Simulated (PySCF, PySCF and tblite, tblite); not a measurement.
**C5H6ClFO: a path driven as rotation about a bond, and NMR exchange, part 1 of 2**

How fast is rotation about a bond in C5H6ClFO (`C=C(F)/C(Cl)=C\OC`), and when do the exchanging lines merge?

Computed with tblite 0.8.0 (tight binding) and PySCF 2.14.0 (DFT, with response routines of our own); each step states its level. Atoms count from 0 throughout.

## Step 1: The starting structure

14 atoms, charge 0, multiplicity 1; geometry from: force field or distance geometry start.

Bonds of the start (Å): C0–C1 1.32, C0–H8 1.09, C0–H9 1.09, C1–C3 1.46, C1–F2 1.37, C3–C5 1.34, C3–Cl4 1.73, C5–H10 1.08, C5–O6 1.37, C7–H11 1.08, C7–H12 1.09, C7–H13 1.10, O6–C7 1.43.

## Step 2: GFN2-xTB relaxation, start minimum

What the job is given:

```
{"job": {"xc": "GFN2-xTB", "basis": "xTB", "kind": "relax"}, "charge": 0, "multiplicity": 1}
C     -2.967100    -0.266600    -0.070900
C     -1.649200    -0.323900     0.051400
F     -1.128200    -1.547900     0.378300
C     -0.696000     0.769200    -0.112500
Cl    -1.284800     2.317200    -0.620800
C      0.622800     0.659000     0.105600
O      1.261300    -0.474100     0.535500
C      2.640600    -0.505700     0.168000
H     -3.564800    -1.162200     0.080500
H     -3.508500     0.647000    -0.313700
H      1.290700     1.502700    -0.024400
H      3.188500     0.286500     0.663900
H      3.046000    -1.468400     0.493800
H      2.748000    -0.433200    -0.926100
```

Launch:

```
OMP_NUM_THREADS=1 python ens_run.py task.json out
```

This one command runs the whole study; its stages follow in the order run.

Log:

```text
step      E/eV     max force
  0    -736.20282    0.981
  1    -736.24159    0.628
  2    -736.25902    0.394
  3    -736.26892    0.319
  4    -736.27587    0.160
  5    -736.27861    0.118
  6    -736.28049    0.163
  7    -736.28276    0.172
  8    -736.28575    0.161
  9    -736.28850    0.151
 10    -736.29125    0.125
 11    -736.29418    0.156
 12    -736.29727    0.174
 13    -736.29972    0.124
 14    -736.30109    0.080
 15    -736.30194    0.069
 16    -736.30270    0.069
 17    -736.30346    0.083
 18    -736.30429    0.081
 19    -736.30526    0.076
 20    -736.30650    0.095
 21    -736.30795    0.101
 22    -736.30928    0.080
 23    -736.31024    0.079
 24    -736.31106    0.083
 25    -736.31195    0.088
 26    -736.31287    0.084
 27    -736.31359    0.063
 28    -736.31402    0.043
 29    -736.31424    0.034
 30    -736.31439    0.031
 31    -736.31454    0.031
 32    -736.31469    0.039
 33    -736.31485    0.048
 34    -736.31500    0.045
 35    -736.31515    0.036
 36    -736.31531    0.035
 37    -736.31546    0.032
 38    -736.31557    0.021
 39    -736.31565    0.022
 40    -736.31572    0.024
 41    -736.31578    0.018
 42    -736.31582    0.015
 43    -736.31585    0.013
 44    -736.31589    0.022
 45    -736.31596    0.027
 46    -736.31604    0.027
 47    -736.31613    0.026
 48    -736.31620    0.022
 49    -736.31625    0.021
 50    -736.31630    0.022
 51    -736.31636    0.020
 52    -736.31641    0.020
 53    -736.31647    0.023
 54    -736.31653    0.020
 55    -736.31661    0.022
 56    -736.31669    0.023
 57    -736.31677    0.026
 58    -736.31683    0.031
 59    -736.31691    0.030
 60    -736.31700    0.031
 61    -736.31713    0.027
 62    -736.31727    0.035
 63    -736.31738    0.026
 64    -736.31745    0.021
 65    -736.31751    0.018
 66    -736.31755    0.017
 67    -736.31759    0.018
 68    -736.31764    0.019
 69    -736.31769    0.018
 70    -736.31774    0.020
 71    -736.31780    0.027
 72    -736.31792    0.033
 73    -736.31814    0.045
 74    -736.31846    0.064
 75    -736.31873    0.049
 76    -736.31878    0.078
 77    -736.31906    0.034
 78    -736.31914    0.025
 79    -736.31920    0.017
 80    -736.31926    0.012
 81    -736.31929    0.015
 82    -736.31931    0.013
 83    -736.31933    0.010
 84    -736.31934    0.008
 85    -736.31935    0.007
 86    -736.31935    0.005
 87    -736.31936    0.004
 88    -736.31936    0.003
```

Wall time 0.56 s (1 thread of Arm Neoverse V1, shared host).

Gain 0.117 eV; displacement 0.20 Å root mean square.

## Step 3: Relaxed scan, rotation

What the job is given:

```
{"job": {"xc": "GFN2-xTB", "basis": "xTB", "coordinate": [["t", [3, 5, 6, 7], 0.5], ["t", [10, 5, 6, 7], 0.5]], "kind": "drive"}, "charge": 0, "multiplicity": 1}
C     -3.003640    -0.230962     0.013535
C     -1.680430    -0.340542     0.049468
F     -1.134503    -1.548964     0.309632
C     -0.700359     0.708648    -0.163245
Cl    -1.340248     2.269639    -0.549109
C      0.637235     0.595036    -0.091919
O      1.268334    -0.550153     0.207780
C      2.677064    -0.494498     0.221606
H     -3.624544    -1.089851     0.188386
H     -3.480280     0.708050    -0.188071
H      1.253391     1.468779    -0.279213
H      3.038670     0.242949     0.945015
H      3.015153    -1.486337     0.514250
H      3.073481    -0.252266    -0.769445
```

Log:

```text
point  coordinate     E/eV
  0    103.700     -736.30388
  1    118.700     -736.28466
  2    133.500     -736.23365
  3    148.400     -736.17011
  4    163.600     -736.11054
  5    178.700     -736.06819
  6    194.100     -736.06250
  7    209.200     -736.07786
  8    224.600     -736.14091
  9    239.500     -736.21559
 10    254.200     -736.25449
 11    268.900     -736.26025
```

It took 3.5 s on 1 thread of Arm Neoverse V1, shared host.

The highest point is number 6, 5.6 kcal/mol above the first.

## Step 4: Nudged elastic band, leg 1

The job, as its differences from that of step 3:

```diff
@@ -1,2 +1,2 @@
-{"job": {"xc": "GFN2-xTB", "basis": "xTB", "coordinate": [["t", [3, 5, 6, 7], 0.5], ["t", [10, 5, 6, 7], 0.5]], "kind": "drive"}, "charge": 0, "multiplicity": 1}
+{"job": {"xc": "GFN2-xTB", "basis": "xTB", "kind": "neb"}, "charge": 0, "multiplicity": 1}
 C     -3.003640    -0.230962     0.013535
```

Log:

```text
image   E - E0 / eV
  0       0.0000
  1       0.0275
  2       0.1372
  3       0.2537
  4       0.2304
  5       0.1173
  6       0.0567
```

Wall time 2.3 s (1 thread of Arm Neoverse V1, shared host); peak memory 0.19 GiB.

The highest point is number 3, 5.8 kcal/mol above the first.

## Step 5: Saddle search, leg 1

What the job is given:

```
{"job": {"xc": "GFN2-xTB", "basis": "xTB", "kind": "saddle"}, "charge": 0, "multiplicity": 1}
C     -2.660585    -0.284908     0.293022
C     -1.347549    -0.274381     0.103908
F     -0.637887    -1.370617     0.447893
C     -0.544481     0.811775    -0.446142
Cl    -1.379198     2.311643    -0.635567
C      0.739838     0.761113    -0.826053
O      1.500812    -0.364830    -0.818343
C      2.236065    -0.603524     0.371068
H     -3.140588    -1.152703     0.706903
H     -3.267042     0.559268     0.030903
H      1.212882     1.656109    -1.225796
H      1.573457    -0.682301     1.236785
H      2.741096    -1.553417     0.214506
H      2.973180     0.186774     0.546912
```

Log:

```text
step      E/eV     max force
  0    -736.06569   0.0460
  1    -736.06651   0.0776
  2    -736.06523   0.1829
  3    -736.06643   0.0513
  4    -736.06602   0.0687
  5    -736.06540   0.0807
  6    -736.06447   0.0590
  7    -736.06225   0.0965
  8    -736.06263   0.0583
  9    -736.06256   0.0345
 10    -736.06266   0.0151
 11    -736.06265   0.0010
lowest wavenumbers (cm-1): -103.8 58.3 123.1 132.6 175.0 247.4
```

Run time: 4 s. Hardware: 1 thread of Arm Neoverse V1, shared host; peak memory 0.19 GiB.

Point group C1; 1 imaginary mode, 104i cm⁻¹, carried by O6, C7, H13, H11. Steps downhill from it reached both ends.

## Step 6: Shieldings, start: PBE/pcSseg-1 in dimethylsulfoxide

What the job is given:

```
{"job": {"kind": "nmr", "xc": "PBE", "basis": "pcSseg-1", "solvent": "dimethylsulfoxide", "pop": false}, "charge": 0, "multiplicity": 1}
C     -3.003640    -0.230962     0.013535
C     -1.680430    -0.340542     0.049468
F     -1.134503    -1.548964     0.309632
C     -0.700359     0.708648    -0.163245
Cl    -1.340248     2.269639    -0.549109
C      0.637235     0.595036    -0.091919
O      1.268334    -0.550153     0.207780
C      2.677064    -0.494498     0.221606
H     -3.624544    -1.089851     0.188386
H     -3.480280     0.708050    -0.188071
H      1.253391     1.468779    -0.279213
H      3.038670     0.242949     0.945015
H      3.015153    -1.486337     0.514250
H      3.073481    -0.252266    -0.769445
```

Log:

```text
coarse grid: 12952 points
cycle   1  E = -828.5051114748  dE =  1.027e+00  |g| = 7.212e-01  |ddm| = 3.624e+00
cycle   2  E = -828.2320939543  dE =  2.730e-01  |g| = 1.365e+00  |ddm| = 1.861e+00
cycle   3  E = -828.5865885614  dE = -3.545e-01  |g| = 2.926e-01  |ddm| = 1.428e+00
cycle   4  E = -828.6042458181  dE = -1.766e-02  |g| = 1.022e-01  |ddm| = 3.627e-01
cycle   5  E = -828.6062527708  dE = -2.007e-03  |g| = 4.772e-02  |ddm| = 1.310e-01
cycle   6  E = -828.6068191474  dE = -5.664e-04  |g| = 1.609e-02  |ddm| = 5.667e-02
cycle   7  E = -828.6068719367  dE = -5.279e-05  |g| = 4.636e-03  |ddm| = 1.760e-02
cycle   8  E = -828.6068761860  dE = -4.249e-06  |g| = 1.529e-03  |ddm| = 4.378e-03
final grid: 122832 points
cycle   9  E = -828.6923250058  dE = -1.225e-05  |g| = 2.131e-02  |ddm| = 4.741e-02
cycle  10  E = -828.6920121880  dE =  3.128e-04  |g| = 4.579e-02  |ddm| = 4.924e-02
cycle  11  E = -828.6924002883  dE = -3.881e-04  |g| = 7.271e-03  |ddm| = 4.018e-02
cycle  12  E = -828.6924134352  dE = -1.315e-05  |g| = 1.414e-03  |ddm| = 7.989e-03
cycle  13  E = -828.6924138693  dE = -4.342e-07  |g| = 4.449e-04  |ddm| = 1.615e-03
cycle  14  E = -828.6924139193  dE = -4.994e-08  |g| = 1.015e-04  |ddm| = 4.380e-04
cycle  15  E = -828.6924139213  dE = -1.977e-09  |g| = 3.280e-05  |ddm| = 1.079e-04
cycle  16  E = -828.6924139214  dE = -1.517e-10  |g| = 9.171e-06  |ddm| = 3.483e-05
converged SCF energy = -828.6924139214

GIAO shielding tensors (ppm)
atom      isotropic    diamagn.    paramagn.     s11        s22        s33       span
  0 C       90.358     256.047    -165.690      7.736    101.418    161.919    154.183
  1 C       12.512     243.149    -230.636    -78.317     56.950     58.903    137.221
  2 F      267.638     478.925    -211.287    169.927    274.141    358.848    188.921
  3 C       71.450     259.746    -188.296     -2.985    108.071    109.263    112.248
  4 Cl     774.151    1147.966    -373.815    629.073    660.684   1032.696    403.622
  5 C       25.752     250.325    -224.573    -41.417     41.853     76.821    118.237
  6 O      194.835     399.182    -204.348     62.566    226.188    295.751    233.185
  7 C      118.939     242.852    -123.913     83.082     90.276    183.460    100.378
  8 H       26.699      28.680      -1.981     24.617     24.894     30.586      5.969
  9 H       26.705      31.257      -4.552     23.511     24.678     31.927      8.416
 10 H       24.735      31.414      -6.679     21.028     23.219     29.958      8.929
 11 H       27.471      27.392       0.080     24.180     25.174     33.061      8.881
 12 H       27.398      27.590      -0.191     23.649     25.463     33.083      9.435
 13 H       27.454      27.491      -0.038     24.114     25.114     33.133      9.019
```

Run time: 16 s. Hardware: 1 thread of Arm Neoverse V1, shared host; peak memory 0.7 GiB.

In short: HOMO -5.27 eV, LUMO -1.80 eV; dipole 3.65 D.

## Step 7: Shieldings, saddle of leg 1: PBE/pcSseg-1 in dimethylsulfoxide

What the job is given:

```
{"job": {"kind": "nmr", "xc": "PBE", "basis": "pcSseg-1", "solvent": "dimethylsulfoxide", "pop": false}, "charge": 0, "multiplicity": 1}
C     -2.587984    -0.255685     0.413120
C     -1.326200    -0.309665     0.004659
F     -0.673519    -1.490065     0.078151
C     -0.526618     0.780221    -0.540328
Cl    -1.382515     2.265000    -0.762704
C      0.765960     0.756441    -0.897835
O      1.592673    -0.319467    -0.830913
C      2.168070    -0.587649     0.437786
H     -3.074212    -1.137847     0.787608
H     -3.148210     0.657854     0.377760
H      1.208220     1.653442    -1.326688
H      1.407343    -0.772541     1.199920
H      2.769923    -1.483081     0.302437
H      2.807069     0.243041     0.757027
```

Log:

```text
coarse grid: 12952 points
cycle   1  E = -828.4902936305  dE =  1.016e+00  |g| = 7.414e-01  |ddm| = 3.601e+00
cycle   2  E = -828.1959475312  dE =  2.943e-01  |g| = 1.410e+00  |ddm| = 2.473e+00
cycle   3  E = -828.5825898477  dE = -3.866e-01  |g| = 2.412e-01  |ddm| = 1.958e+00
cycle   4  E = -828.5948331153  dE = -1.224e-02  |g| = 8.928e-02  |ddm| = 3.253e-01
cycle   5  E = -828.5962688555  dE = -1.436e-03  |g| = 4.378e-02  |ddm| = 1.093e-01
cycle   6  E = -828.5967211585  dE = -4.523e-04  |g| = 1.459e-02  |ddm| = 4.779e-02
cycle   7  E = -828.5967672344  dE = -4.608e-05  |g| = 4.780e-03  |ddm| = 1.714e-02
cycle   8  E = -828.5967718560  dE = -4.622e-06  |g| = 1.596e-03  |ddm| = 4.708e-03
final grid: 122832 points
cycle   9  E = -828.6830159310  dE = -1.384e-05  |g| = 2.070e-02  |ddm| = 4.172e-02
cycle  10  E = -828.6827963640  dE =  2.196e-04  |g| = 4.025e-02  |ddm| = 4.844e-02
cycle  11  E = -828.6830918298  dE = -2.955e-04  |g| = 5.231e-03  |ddm| = 3.764e-02
cycle  12  E = -828.6830980462  dE = -6.216e-06  |g| = 1.419e-03  |ddm| = 6.527e-03
cycle  13  E = -828.6830985197  dE = -4.734e-07  |g| = 4.510e-04  |ddm| = 1.590e-03
cycle  14  E = -828.6830985724  dE = -5.276e-08  |g| = 8.155e-05  |ddm| = 4.317e-04
cycle  15  E = -828.6830985738  dE = -1.388e-09  |g| = 2.461e-05  |ddm| = 1.128e-04
cycle  16  E = -828.6830985739  dE = -8.822e-11  |g| = 9.849e-06  |ddm| = 3.054e-05
converged SCF energy = -828.6830985739

GIAO shielding tensors (ppm)
atom      isotropic    diamagn.    paramagn.     s11        s22        s33       span
  0 C       82.818     255.617    -172.799     -2.831     89.758    161.526    164.358
  1 C       13.373     244.303    -230.930    -77.783     57.524     60.377    138.160
  2 F      272.834     478.273    -205.439    170.180    284.155    364.168    193.989
  3 C       52.276     260.390    -208.115    -41.138     90.015    107.949    149.087
  4 Cl     753.559    1147.633    -394.074    621.752    628.357   1010.569    388.817
  5 C       23.612     246.636    -223.024    -55.790     42.822     83.803    139.593
  6 O      236.972     397.574    -160.602    162.498    206.468    341.950    179.452
  7 C      116.760     245.642    -128.882     78.557     92.217    179.505    100.948
  8 H       26.332      28.839      -2.507     24.270     24.697     30.027      5.757
  9 H       26.263      30.835      -4.572     23.132     24.080     31.578      8.446
 10 H       24.345      29.603      -5.258     19.753     24.314     28.969      9.216
 11 H       27.780      31.161      -3.381     23.659     27.677     32.002      8.343
 12 H       27.384      28.297      -0.912     24.239     24.861     33.053      8.814
 13 H       27.681      28.253      -0.571     24.175     25.443     33.426      9.251
```

Run time: 23 s. Hardware: 1 thread of Arm Neoverse V1, shared host; peak memory 0.7 GiB.

In short: HOMO -5.81 eV, LUMO -2.14 eV; dipole 1.84 D.

Orbitals, density, ELF and potential are computed afterwards from the orbital file.

Frontier orbitals at PBE/pcSseg-1, with the share of their density that lies nearest to each atom:

| orbital | energy (eV) | lies on |
| --- | --- | --- |
| HOMO | -5.81 | C0, C5 about 20 % each; C3 15 %; O6 13 % |
| LUMO | -2.14 | C5 26 %; C0 19 %; C1, C3 about 14 % each |

ELF in a plane through or near 7 of the atoms.

Ten even steps from ' ' (0.00) to '@' (1.00):
```
                                                        
                                                        
                                                        
                                                        
                              ..      ..++++::          
          ==##**..        ::--++--    **@@@@@@--        
        ++@@@@@@##::--    ++##%%**..  %%@@@@@@**        
        **@@@@@@%%++++..  **####++..::##@@@@@@==        
        ..**%%@@::--==..  ..::++--::%%..::**==..        
          ..==++::**++..    ..++----%%==::##**--        
            ..::==**++==--====##@@**--==##@@@@**        
                ::==**++==%%++======    ::**##==        
                  ..++--..####::##**++==..              
                  --@@@@##--::++##++##%%##::            
                ..@@@@@@@@..  ++##--++@@##==..          
                ..@@@@@@**    ##%%%%%%%%**--            
                    ==--    ..**##%%##++::              
                              --====--..                
                                                        
                                                        
```
The map spans 11.6 Å across and 9.7 Å up, centred on the molecule. Atoms in the plane (x, y in Å): C0 (2.6, 0.6), C1 (1.3, 0.4), C3 (0.6, -0.9), C5 (-0.7, -1.2), H8 (3.0, 1.6), H10 (-1.1, -2.2), H12 (-2.9, 1.2).

On the surface of density 0.002 e/bohr³ the electrostatic potential runs, from the 1st to the 99th percentile, from -1.28 V near O6 to 1.01 V near H10.

## Step 8: Shieldings, end: PBE/pcSseg-1 in dimethylsulfoxide

What the job is given:

```
{"job": {"kind": "nmr", "xc": "PBE", "basis": "pcSseg-1", "solvent": "dimethylsulfoxide", "pop": false}, "charge": 0, "multiplicity": 1}
C     -2.263089    -0.312987     0.669900
C     -1.147397    -0.382391    -0.041087
F     -0.581087    -1.602483    -0.241907
C     -0.468135     0.721701    -0.713705
Cl    -1.587029     1.853937    -1.437903
C      0.831916     1.006271    -0.890518
O      1.950755     0.467503    -0.401926
C      1.905279    -0.564557     0.563209
H     -2.709498    -1.200459     1.078885
H     -2.742797     0.629418     0.849606
H      1.085410     1.862117    -1.505562
H      1.155551    -0.356583     1.330300
H      1.697779    -1.531409     0.101243
H      2.896049    -0.586623     1.015424
```

Log:

```text
coarse grid: 12952 points
cycle   1  E = -828.4971818007  dE =  1.014e+00  |g| = 7.184e-01  |ddm| = 3.570e+00
cycle   2  E = -828.1946766765  dE =  3.025e-01  |g| = 1.407e+00  |ddm| = 1.920e+00
cycle   3  E = -828.5726920756  dE = -3.780e-01  |g| = 3.222e-01  |ddm| = 1.525e+00
cycle   4  E = -828.5953150554  dE = -2.262e-02  |g| = 1.023e-01  |ddm| = 3.798e-01
cycle   5  E = -828.5973310820  dE = -2.016e-03  |g| = 4.179e-02  |ddm| = 1.177e-01
cycle   6  E = -828.5977418328  dE = -4.108e-04  |g| = 1.470e-02  |ddm| = 4.763e-02
cycle   7  E = -828.5977844532  dE = -4.262e-05  |g| = 5.235e-03  |ddm| = 1.733e-02
cycle   8  E = -828.5977900448  dE = -5.592e-06  |g| = 1.516e-03  |ddm| = 5.081e-03
final grid: 122832 points
cycle   9  E = -828.6843916679  dE = -1.899e-05  |g| = 2.090e-02  |ddm| = 4.478e-02
cycle  10  E = -828.6840799417  dE =  3.117e-04  |g| = 4.549e-02  |ddm| = 4.898e-02
cycle  11  E = -828.6844664215  dE = -3.865e-04  |g| = 6.804e-03  |ddm| = 3.950e-02
cycle  12  E = -828.6844774053  dE = -1.098e-05  |g| = 1.398e-03  |ddm| = 7.290e-03
cycle  13  E = -828.6844778090  dE = -4.038e-07  |g| = 4.931e-04  |ddm| = 1.617e-03
cycle  14  E = -828.6844778637  dE = -5.471e-08  |g| = 1.436e-04  |ddm| = 5.240e-04
cycle  15  E = -828.6844778686  dE = -4.839e-09  |g| = 4.781e-05  |ddm| = 1.551e-04
cycle  16  E = -828.6844778691  dE = -5.741e-10  |g| = 1.053e-05  |ddm| = 4.872e-05
converged SCF energy = -828.6844778691

GIAO shielding tensors (ppm)
atom      isotropic    diamagn.    paramagn.     s11        s22        s33       span
  0 C       81.698     256.636    -174.938    -12.981     96.438    161.637    174.618
  1 C       11.537     245.834    -234.297    -88.701     57.918     65.393    154.094
  2 F      222.138     478.641    -256.503    131.394    247.961    287.059    155.665
  3 C       74.064     259.849    -185.785      0.817    104.531    116.845    116.027
  4 Cl     685.675    1146.846    -461.171    415.036    604.793   1037.196    622.160
  5 C       29.695     245.842    -216.147    -52.092     51.408     89.768    141.861
  6 O      181.268     392.913    -211.645     45.395    190.454    307.955    262.560
  7 C      121.080     248.821    -127.741     90.022     98.369    174.850     84.828
  8 H       26.254      29.505      -3.251     23.251     25.279     30.231      6.980
  9 H       26.428      30.991      -4.563     22.975     24.884     31.424      8.449
 10 H       24.624      28.755      -4.131     19.674     24.719     29.480      9.806
 11 H       27.494      31.660      -4.166     23.776     27.404     31.302      7.527
 12 H       27.203      30.671      -3.467     23.376     27.339     30.895      7.518
 13 H       27.365      28.071      -0.706     23.421     25.950     32.724      9.304
```

Wall time 17 s (1 thread of Arm Neoverse V1, shared host); peak memory 0.7 GiB.

In short: HOMO -5.40 eV, LUMO -1.80 eV; dipole 2.36 D.

(Continued in part 2 of 2.)
